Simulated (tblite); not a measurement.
# C9H8O2S2Se: the cost of one run

Programs: tblite 0.8.0 and PySCF 2.14.0, with routines of our own; each step states its level. All values are computed. Atoms count from 0.

## 1. The starting structure

22 atoms, charge 0, multiplicity 1; geometry from: force field or distance geometry start.

## 2. Relaxing the molecule with GFN2-xTB

What the job is given:

```
{"job": {"kind": "relax", "xc": "GFN2-xTB", "basis": "xTB"}, "charge": 0, "multiplicity": 1}
C      4.175700     0.648200     0.771000
S      3.365800    -0.913000     0.488000
O      4.086400    -1.751400    -0.498800
O      3.392900    -1.632400     1.803900
C      1.715700    -0.722400     0.022000
C      1.122600    -1.129600    -1.135100
C     -0.169700    -0.878800    -1.340500
C     -0.863800    -0.217600    -0.376100
C     -2.417200     0.131500    -0.499100
C     -2.965200     0.802100     0.566200
C     -4.250100     1.136300     0.540100
C     -5.024300     0.815300    -0.524700
S     -3.840700    -0.045900    -1.626900
Se     0.587700     0.061600     0.983400
H      3.432900     1.480700     0.682200
H      4.604600     0.635900     1.804700
H      5.034300     0.772700     0.066800
H      1.737200    -1.679300    -1.904800
H     -0.693300    -1.202600    -2.270600
H     -2.291200     1.056900     1.440000
H     -4.726600     1.697800     1.408300
H     -6.023900     0.953400    -0.801500
```

Run with:

```sh
$ OMP_NUM_THREADS=1 python excited_run.py task.json out
```

One launch serves the whole session: the jobs run in the order shown.

**Question.** How long does this run take on 1 thread of Arm Neoverse V1, shared host?

About 2.4 s.
